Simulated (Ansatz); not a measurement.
# BN: the cost of one run

Computed with Ansatz 0.2.0 through its Python package. Level of theory: DFT PBE, plane waves, PAW.

The COD entry's cell or inner coordinates are ideal or old and differ from later refinements, so a difference from it is no clean test against experiment.

### 1 Starting point

It takes space group P6_3/mmc (No. 194, hexagonal). The conventional cell has a = 2.498 Å, b = 2.498 Å, c = 6.636 Å, α = 90.00°, β = 90.00°, γ = 120.00°. Around B (site symmetry -6m2) lie 3 N at 1.44 Å. N (site symmetry -6m2) has 3 B at 1.44 Å as nearest neighbours.

Input file bn.vasp:

```text
BN
1.0
   2.49824000    0.00000000    0.00000000
  -1.24912000    2.16353930    0.00000000
   0.00000000    0.00000000    6.63570000
B N
2 2
Direct
   0.33333333    0.66666667    0.25000000
   0.66666667    0.33333333    0.75000000
   0.33333333    0.66666667    0.75000000
   0.66666667    0.33333333    0.25000000
```

### 2 Script

File vcrelax_bn.py:

```python
"""Relax cell and ions of BN."""

import ansatz as az
from ase import Atoms
from ase.io import write
from ase.io import read
import numpy as np

def edges_and_angles(cell):
    cell = np.asarray(cell)
    a, b, c = np.linalg.norm(cell, axis=1)
    cosines = cell[1] @ cell[2] / (b * c), cell[0] @ cell[2] / (a * c), cell[0] @ cell[1] / (a * b)
    return (a, b, c, *np.degrees(np.arccos(cosines)))


def main() -> None:
    atoms = read("bn.vasp", format="vasp")
    system = az.Crystal.from_ase(atoms)

    # part of the cell is held
    calc = (
        system.calculation()
        .basis(38 * az.Ry)
        .kpoints(12, 12, 4)
        .pseudopotentials("paw")
        .functional("pbe")
        .occupations("Marzari-Vanderbilt", width=10 * az.meV)
        .relax(force_tolerance=0.005, fix_cell=["c/a", "angles"])
    )
    steps = []


    def follow(event):
        if event["event"] != "relax_step":
            return
        row = event["data"]
        steps.append(row)
        print(f"step {row['step']:3d}  E = {row['lagrangian_ev']:.5f} eV  largest force component = {row['allowed_force_max_ev_ang']:.4f} eV/A  P = {row['pressure_gpa']:.3f} GPa")


    done = calc.session().plan(threads=1).execute(on_event=follow)
    data = done.report

    first, last = steps[0], steps[-1]
    symbols = [site.symbol for site in done.lattice.sites]
    print(f"energy gained {first['lagrangian_ev'] - last['lagrangian_ev']:.4f} eV in {len(steps) - 1} steps")
    for label, vectors in (("before", first["cell_ang"]), ("after", done.lattice.cell_ang)):
        print(label, "a b c (A) {:.4f} {:.4f} {:.4f}  angles {:.2f} {:.2f} {:.2f}".format(*edges_and_angles(vectors)), f" V = {abs(np.linalg.det(vectors)):.3f} A^3")
    print("final stress xx yy zz (GPa, compression positive):", np.round(np.diag(data["stress_gpa"]), 3) + 0.0)

    relaxed = Atoms(symbols, positions=[site.position_ang for site in done.lattice.sites], cell=done.lattice.cell_ang, pbc=True)
    write("relaxed.extxyz", relaxed, format="extxyz")

    print("atom   start x y z (A)              end x y z (A)")
    for symbol, a, b in zip(symbols, first["positions_ang"], last["positions_ang"]):
        print(f"{symbol:3s}", " ".join(f"{v:8.4f}" for v in a), "  ", " ".join(f"{v:8.4f}" for v in b))

    print("%-22s %14.5f eV" % ("F = E - TS", data["free_energy_ev"]))
    print("%-22s %14.5f eV" % ("E", data["internal_energy_ev"]))
    print("%-22s %14.5f eV" % ("Harris-Foulkes", data["harris_foulkes_ev"]))
    print("%-22s %14.5f eV" % ("Fermi level", data["fermi_energy_ev"]))


if __name__ == "__main__":
    main()
```

### 3 What the engine is handed

The engine receives this input:

```yaml
crystal:
  lattice:
    - [2.49824, 0.0, 0.0]
    - [-1.24912, 2.1635393, 0.0]
    - [0.0, 0.0, 6.6357]
  atoms:
    - { symbol: B, position: [0.33333333, 0.66666667, 0.25] }
    - { symbol: B, position: [0.66666667, 0.33333333, 0.75] }
    - { symbol: "N", position: [0.33333333, 0.66666667, 0.75] }
    - { symbol: "N", position: [0.66666667, 0.33333333, 0.25] }
basis:
  ecutwfc: 517.016338673772
kpoints:
  mp_grid:
    grid: [12, 12, 4]
hamiltonian:
  xc: pbe
  pseudopotentials:
    kind: paw
scf:
  occupations:
    method: cold
    width: 0.01
relax:
  f_tol: 0.005
  cell:
    fix: [c/a, angles]
```

### 4 The run

Started as:

```
> python vcrelax_bn.py
```

Q: Estimate wall time and peak memory on 1 thread of Arm Neoverse V1, shared host.

About 35 s, with a peak of 0.53 GiB.
